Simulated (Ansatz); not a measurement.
LaOsN3, space group Pm-3m: a test of the smearing width, run with Ansatz's Python interface.

`smear.py`:
```python
'''How the energy of LaOsN3 depends on the smearing.'''

import ansatz
import pandas as pd


def main() -> None:
    lattice = ansatz.Lattice.of(
        (3.950555, 0.0, 0.0),
        (0.0, 3.950555, 0.0),
        (0.0, 0.0, 3.950555),
    )
    sites = [
        ('La', (0.5, 0.5, 0.5)),
        ('Os', (0.0, 0.0, 0.0)),
        ('N', (0.5, 0.0, 0.0)),
        ('N', (0.0, 0.5, 0.0)),
        ('N', (0.0, 0.0, 0.5)),
    ]
    xtal = ansatz.Crystal(lattice=lattice)
    for symbol, position in sites:
        xtal = xtal.atom(symbol, position)

    setup = xtal.calculation()
    setup = setup.functional('lda').pseudopotentials('paw')
    setup = setup.kpoints(7, center='gamma').stress()

    rows = []
    for value in [0.5, 0.3, 0.2, 0.1]:
        summary = setup.occupations('methfessel_paxton', width=value).run().report
        rows.append((value, summary['free_energy_ev'] / len(summary['lattice']['sites']), summary['n_iterations'], sum(summary['stress_gpa'][i][i] for i in range(3)) / 3, summary['n_kpoints']))

    table = pd.DataFrame(rows, columns=['width (eV)', 'F/atom (eV)', 'iterations', 'P (GPa)', 'k-points'])
    print(table.round(5).to_string(index=False))

    # differences from the last row
    for row in rows[:-1]:
        shift = 1000 * (row[1] - rows[-1][1])
        print(f'{row[0]}: {shift:+.2f} meV/atom' + ('  (within 1 meV)' if abs(shift) < 1 else ''))


if __name__ == '__main__':
    main()
```

How much does the free energy per atom change between the narrowest and the widest smearing, and why?

Going from 0.1 to 0.5 eV changes F by -7.3 meV an atom. This scheme is built to cancel the term in the square of the width, so the shifts stay small and are partly the mesh's error. The pressure moves from -13.83 to -13.96 GPa.

The run itself:

```console
$ python smear.py
DeckWarning: basis.ecutwfc = 420 eV, auto-derived from the records' recommended cutoffs: set by La (normal level)
 width (eV)  F/atom (eV)  iterations   P (GPa)  k-points
        0.5  -3663.78001           7 -13.96482        20
        0.3  -3663.77645           6 -13.75257        20
        0.2  -3663.77397           6 -13.76521        20
        0.1  -3663.77273           6 -13.82544        20
0.5: -7.28 meV/atom
0.3: -3.72 meV/atom
0.2: -1.24 meV/atom
```
(Warnings from the package without file and line.)

Reading the output:
- Spin is left out of this run.
- The mesh is modest for a metal, so energies can be off by several to tens of meV an atom and pressures by half a GPa or more; differences at equal mesh fare better.
- The narrowest width needs the finest mesh, so the last row is no converged reference.
- Pressure is positive in compression.
- Spin-orbit coupling, which matters for elements this heavy, is left out.
- At these settings the cell as given stands under about -14 GPa, so it isn't at this functional's equilibrium volume.
- The structure comes from a database of computed cells and needn't be a stable or known phase.
- Cost: about 6 core-seconds.

(Lines on the test bed's own set-up are left out of the output.)
